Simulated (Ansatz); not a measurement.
# C₇H₁₄: relaxing the structure

Aim: relax C₇H₁₄ from a cheap starting geometry.

Computed with Ansatz 0.2.0, Gaussian basis. Level: RKS PBE0-D4/def2-TZVP.

Plan: relaxation at PBE0-D4/def2-TZVP.

1 further run of the same task is left out (set aside as unsound or not needed).

## (1) Starting geometry

21 atoms, charge 0, spin multiplicity 1.

Atoms are counted from 1 here; the program's logs count them from 0.

Bond lengths: C1–C2 1.526 Å, C1–H8 1.088 Å, C1–H9 1.088 Å, C1–H10 1.088 Å, C2–C3 1.529 Å, C2–C7 1.529 Å, C2–H11 1.096 Å, C3–C4 1.526 Å, C3–H12 1.092 Å, C3–H13 1.093 Å, C4–C5 1.525 Å, C4–H14 1.093 Å, C4–H15 1.092 Å, C5–C6 1.525 Å, C5–H16 1.092 Å, C5–H17 1.093 Å, C6–C7 1.526 Å, C6–H18 1.093 Å and more. Angles: C2–C1–H8 110.7°, C2–C1–H9 110.6°, C2–C1–H10 110.4°, H8–C1–H9 108.4°, H8–C1–H10 108.3°, H9–C1–H10 108.3°, C1–C2–C3 110.9°, C1–C2–C7 110.9°, C1–C2–H11 108.6°, C3–C2–C7 109.6°, C3–C2–H11 108.4°, C7–C2–H11 108.4°, C2–C3–C4 111.1°, C2–C3–H12 109.7°, C2–C3–H13 109.1°, C4–C3–H12 109.8°, C4–C3–H13 109.3°, H12–C3–H13 107.7° and more.

The start is a GFN2-xTB geometry.

## (2) Optimising with PBE0-D4/def2-TZVP

Contents of in.yaml:

```yaml
crystal:
  periodic: [false, false, false]
  atoms:
    - {symbol: C, position_ang: [-1.724530, 0.105320, 1.706160]}
    - {symbol: C, position_ang: [-0.618350, -0.320260, 0.744770]}
    - {symbol: C, position_ang: [0.658320, 0.485020, 0.990730]}
    - {symbol: C, position_ang: [1.765780, 0.063990, 0.029290]}
    - {symbol: C, position_ang: [1.312240, 0.237160, -1.416730]}
    - {symbol: C, position_ang: [0.042930, -0.569080, -1.672270]}
    - {symbol: C, position_ang: [-1.061680, -0.145650, -0.708440]}
    - {symbol: H, position_ang: [-2.624920, -0.481970, 1.539740]}
    - {symbol: H, position_ang: [-1.410090, -0.033330, 2.738190]}
    - {symbol: H, position_ang: [-1.969910, 1.155540, 1.561930]}
    - {symbol: H, position_ang: [-0.397210, -1.380590, 0.914570]}
    - {symbol: H, position_ang: [0.990030, 0.343740, 2.021980]}
    - {symbol: H, position_ang: [0.443490, 1.547560, 0.852500]}
    - {symbol: H, position_ang: [2.019000, -0.984380, 0.205310]}
    - {symbol: H, position_ang: [2.662830, 0.659530, 0.213060]}
    - {symbol: H, position_ang: [2.103070, -0.085090, -2.097620]}
    - {symbol: H, position_ang: [1.114400, 1.294220, -1.609810]}
    - {symbol: H, position_ang: [0.256460, -1.631980, -1.534760]}
    - {symbol: H, position_ang: [-0.289020, -0.425720, -2.702990]}
    - {symbol: H, position_ang: [-1.961030, -0.737970, -0.892980]}
    - {symbol: H, position_ang: [-1.311820, 0.903940, -0.882630]}
basis:
  gaussian: {orbitals: def2-TZVP}
hamiltonian: {xc: pbe0, dispersion: d4}
relax: {f_tol: 0.005, max_steps: 150}
```

On the command line:

```bash
$ ansatz run in.yaml --threads 2 --pin off --events-out ev --progress --plain --max-ram 32768MiB --backend cuda --devices 0, --max-vram 18GiB
```

Before running them: what should the planned runs give, taken together? Wanted: point group; shift from the start; total energy; dispersion term; dipole moment.

**Answer**, as computed:

| quantity | value |
| --- | --- |
| point group | Cs |
| steps | 4 |
| shift from the start (rms) | 0.022 Å |
| total energy | -7482.1214 eV |
| dispersion term | -420 meV |
| dipole moment | 0.12 D |

**Reading.** The atoms moved 0.022 Å (rms) from the start; the bond that changed most is C1–C2, from 1.526 to 1.518 Å. No vibrations were run, so it is not proven to be a minimum. The largest Mulliken charge, -0.35 e, sits on C1.
